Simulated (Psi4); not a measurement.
**MP3/def2-SVP (core potential) run of SnCl2 (SMILES [Cl][Sn][Cl])**

What is the vertical singlet–triplet gap of SnCl2 at MP3/def2-SVP (core potential)? 

Program for the calculation: Psi4 1.11.

4 further runs of the same task are left out: 2 that didn't finish, 2 set aside as unsound or not needed.

### 1 Starting point

The species is SnCl2 (3 atoms), meant as a singlet with charge 0. SMILES: `[Cl][Sn][Cl]`. The coordinates come from a PBE0-D4/def2-TZVP relaxation.

Bond lengths: Cl1–Sn2 2.363 Å, Sn2–Cl3 2.363 Å. Angles: Cl1–Sn2–Cl3 98.4°.

### 2 The energy at MP3/def2-SVP (core potential)

Input file input.inp:

```
memory 1600 mb

molecule molecule1 {
  0 1
  Cl
  Sn 1 2.362646
  Cl 2 2.362674 1 98.36668
  symmetry c1
  no_reorient
  no_com
}

set puream true
set e_convergence 1e-09
set d_convergence 1e-08
set scf_type pk
set num_frozen_docc 14
set mp_type conv

e, wfn = energy('mp3/def2-SVP', return_wfn=True)
```

Command:

```bash
$ psi4 -i input.inp -o input.out -n 1
```

input.out:

```text
[...]
    !!!  WARNING: ECP capability is in beta. Please check occupations closely.  !!!
[...]
  Running in c1 symmetry.
[...]
  Nuclear repulsion =  210.297972297021488
[...]
  Multiplicity = 1
[...]
  Nalpha       = 28
  Nbeta        = 28
[...]
    Number of basis functions: 62
[...]
   @RHF iter   1: -1132.12742725254793   -1.69584e+00   4.06846e-03 DIIS/ADIIS
[...]
   @RHF iter  11: -1132.16945019804780   -1.59162e-12   3.38194e-09 DIIS
[...]
    Orbital Energies [Eh]
    ---------------------
    Doubly Occupied:
       1A   -104.768844     2A   -104.768809     3A    -10.531582
       4A    -10.531577     5A     -8.005745     6A     -8.005740
       7A     -8.003822     8A     -8.003816     9A     -8.003506
      10A     -8.003499    11A     -5.923098    12A     -4.113509
      13A     -4.109450    14A     -4.105974    15A     -1.381608
      16A     -1.378165    17A     -1.377593    18A     -1.374348
      19A     -1.369317    20A     -1.065571    21A     -1.045061
      22A     -0.620844    23A     -0.492936    24A     -0.470489
      25A     -0.463338    26A     -0.443186    27A     -0.433312
      28A     -0.371434
[...]
  @RHF Final Energy: -1132.16945019804780
   => Energetics <=
    Nuclear Repulsion Energy =            210.2979722970214880
    One-Electron Energy =               -2066.6024941468317593
    Two-Electron Energy =                 724.1350716517625870
    Total Energy =                      -1132.1694501980477980
[...]
 Multipole Moments:
 ------------------------------------------------------------------------------------
     Multipole            Electronic (a.u.)      Nuclear  (a.u.)        Total (a.u.)
 ------------------------------------------------------------------------------------
 L = 1.  Multiply by 2.5417464519 to convert [e a0] to [Debye]
 Dipole X            :        -30.5692010           29.5282440           -1.0409570
 Dipole Y            :        -26.4017059           25.5027297           -0.8989762
 Dipole Z            :          0.0000001            0.0000000            0.0000001
 Magnitude           :                                                    1.3754090
[...]
	SCS-MP2 Total Energy (a.u.)        : -1132.50327646217443
	SOS-MP2 Total Energy (a.u.)        : -1132.49739317311150
[...]
	SOS-PI-MP2 Total Energy (a.u.)     : -1132.52261955580866
[...]
	MP2 Total Energy (a.u.)            : -1132.51504304030050
[...]
	SCS-MP3 Total Energy (a.u.)        : -1132.51037805456735
[...]
	MP3 Total Energy (a.u.)            : -1132.54344940987244
[...]
```

Run time: 5.1 s. Hardware: 1 thread of Intel Xeon Platinum 8488C (Sapphire Rapids), shared host; peak memory 0.26 GiB.

### 3 The triplet at the same level

Input file job.dat:

```
memory 1600 MB

molecule {
  0 3
  Cl     1.154200     1.220700     0.756000
  Sn    -0.796900     0.518900    -0.376600
  Cl    -0.368200    -1.804500    -0.392600
  symmetry c1
}

set globals {
  basis           def2-SVP
  reference       uhf
  puream          true
  e_convergence   1e-09
  d_convergence   1e-08
  scf_type        pk
  num_frozen_docc 14
  maxiter         200
  mp_type         conv
}

energy_value = energy('mp3')
```

Command:

```bash
$ psi4 job.dat job.out -n 1
```

job.out:

```text
[...]
    !!!  WARNING: ECP capability is in beta. Please check occupations closely.  !!!
[...]
  Running in c1 symmetry.
[...]
  Nuclear repulsion =  210.297974598311555
[...]
  Multiplicity = 3
[...]
  Nalpha       = 29
  Nbeta        = 27
[...]
    Number of basis functions: 62
[...]
   @UHF iter   1: -1132.03164785352669   -1.62195e+00   4.11467e-03 ADIIS/DIIS
[...]
   @UHF iter  14: -1132.08599604218762   -7.50333e-12   9.08427e-09 DIIS
[...]
   @S^2 Observed:                2.012429282E+00
[...]
    Orbital Energies [Eh]
    ---------------------
    Alpha Occupied:
       1A   -104.788422     2A   -104.788387     3A    -10.550090
       4A    -10.550086     5A     -8.028044     6A     -8.028041
       7A     -8.022056     8A     -8.022052     9A     -8.021164
      10A     -8.021158    11A     -5.934342    12A     -4.122693
      13A     -4.121139    14A     -4.119523    15A     -1.395121
      16A     -1.388091    17A     -1.384909    18A     -1.384808
      19A     -1.382912    20A     -1.085715    21A     -1.066389
      22A     -0.667380    23A     -0.515238    24A     -0.488884
      25A     -0.487881    26A     -0.465372    27A     -0.445937
      28A     -0.434986    29A     -0.288581
    Alpha Virtual:
[...]
  @UHF Final Energy: -1132.08599604218762
   => Energetics <=
    Nuclear Repulsion Energy =            210.2979745983115549
    One-Electron Energy =               -2065.8794076979984311
    Two-Electron Energy =                 723.4954370574992026
    Total Energy =                      -1132.0859960421876167
  UHF NO Occupations:
  HONO-2 :   27  A 1.9967293
  HONO-1 :   28  A 1.0000000
[...]
 Multipole Moments:
 ------------------------------------------------------------------------------------
     Multipole            Electronic (a.u.)      Nuclear  (a.u.)        Total (a.u.)
 ------------------------------------------------------------------------------------
 L = 1.  Multiply by 2.5417464519 to convert [e a0] to [Debye]
 Dipole X            :        -34.4009463           33.1509764           -1.2499699
 Dipole Y            :         21.3505396          -20.5747249            0.7758147
 Dipole Z            :         -0.0000000           -0.0000000           -0.0000000
 Magnitude           :                                                    1.4711605
[...]
	SCS-MP2 Total Energy (a.u.)        : -1132.40145647998088
	SOS-MP2 Total Energy (a.u.)        : -1132.39415549919227
[...]
	SOS-PI-MP2 Total Energy (a.u.)     : -1132.41786007280803
[...]
	MP2 Total Energy (a.u.)            : -1132.41605844155811
[...]
	SCS-MP3 Total Energy (a.u.)        : -1132.40824227164467
[...]
	MP3 Total Energy (a.u.)            : -1132.44320160821303
[...]
```

It took 5.4 s on 1 thread of Intel Xeon Platinum 8488C (Sapphire Rapids), shared host; peak memory 0.26 GiB.

### 4 What came out

Level: MP3/def2-SVP (core potential), 14 core orbitals frozen.

| quantity | value |
| --- | --- |
| singlet: total energy | -1132.54345 Eh |
| singlet: HOMO energy (Hartree–Fock orbitals) | -10.11 eV |
| singlet: LUMO energy (Hartree–Fock orbitals) | -0.27 eV |
| singlet: HOMO–LUMO gap (Hartree–Fock orbitals) | 9.83 eV |
| singlet: correlation energy (14 core orbitals frozen) | -374.0 mEh |
| triplet: total energy | -1132.44320 Eh |
| triplet: HOMO energy (Hartree–Fock orbitals) (highest over α and β) | -7.85 eV |
| triplet: LUMO energy (Hartree–Fock orbitals) (lowest over α and β) | -2.25 eV |
| triplet: correlation energy (14 core orbitals frozen) | -357.2 mEh |
| triplet: ⟨S²⟩ of the reference determinant | 2.012 |
| vertical energy of the triplet above the singlet | 2.728 eV |

**Reading.** At this shape the triplet lies 2.73 eV (263 kJ/mol) above the singlet.
